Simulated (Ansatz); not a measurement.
# SiSe4: the cost of one run

Program: Ansatz 0.2.0. Level of theory: DFT PBE, scalar-relativistic, plane waves, PAW. These are calculated values, not measurements.

1 further run of the same task is left out (it didn't finish).

### Step 1. The structure to begin with

Symmetry: I-43m, No. 217, cubic system. Conventional cell: a = 6.323 Å, b = 6.323 Å, c = 6.323 Å, α = 90.00°, β = 90.00°, γ = 90.00°. Si (site symmetry -43m) has 4 Se at 2.32 Å as nearest neighbours. Se (site symmetry 3m) is surrounded by 1 Si at 2.32 Å.

Structure file:

```
Si Se
1.0
    -3.16145    3.16145    3.16145
     3.16145   -3.16145    3.16145
     3.16145    3.16145   -3.16145
Si Se
1 4
Direct
  0.00000 0.00000 0.00000
  0.42312 0.42312 0.42312
  0.57688 0.00000 0.00000
  0.00000 0.00000 0.57688
  0.00000 0.57688 0.00000
```

It is the end of an earlier relaxation with the same method, from a database cell with other species swapped in; it needn't be the stable form of this composition. At a tolerance of 0.05 Å it has space group I-43m (No. 217); it has 25.28 Å³/atom, an uncorrected energy of +0.22 eV/atom over the elements.

### Step 2. Static run: bands, density of states and charges

File input.yaml:

```yaml
crystal:
  lattice:
    - [-3.1614457038, 3.1614457038, 3.1614457038]
    - [3.1614457038, -3.1614457038, 3.1614457038]
    - [3.1614457038, 3.1614457038, -3.1614457038]
  atoms:
    - { symbol: Si, position: [0.0, 0.0, 0.0] }
    - { symbol: Se, position: [0.4231208873, 0.4231208873, 0.4231208873] }
    - { symbol: Se, position: [0.5768791127, 0.0, 0.0] }
    - { symbol: Se, position: [0.0, 0.0, 0.5768791127] }
    - { symbol: Se, position: [0.0, 0.5768791127, 0.0] }
basis:
  ecutwfc: 420
kpoints:
  mp_grid: { grid: [8, 8, 8] }
  band_path:
    path:
      - [[0.0, 0.0, 0.0], [0.5, -0.5, 0.5], [0.0, 0.0, 0.5], [0.0, 0.0, 0.0], [0.25, 0.25, 0.25], [0.5, -0.5, 0.5]]
      - [[0.25, 0.25, 0.25], [0.0, 0.0, 0.5]]
    npoints: 14
hamiltonian:
  xc: pbe
scf:
  occupations: { method: gaussian, width: 0.1 }
  n_extra_bands: 12
output:
  forces: true
  stress: true
  eigenvalues: true
  populations: true
  dos: { projected: true, de: 0.02, nscf_kmesh: { grid: [10, 10, 10] } }
  bader: true
  write_density: true
  write_potential: true
  elf: true
  volumetric_format: npy
```

On the command line:

```sh
$ ansatz run input.yaml --threads 1 --pin off --max-ram 2560MiB --backend cpu --events-out ev --progress --plain --runs-dir out
```

What time and memory should one allow on 1 thread of Intel Xeon at 2.70GHz, shared host?

About 1.7 min, with a peak of 0.57 GiB.
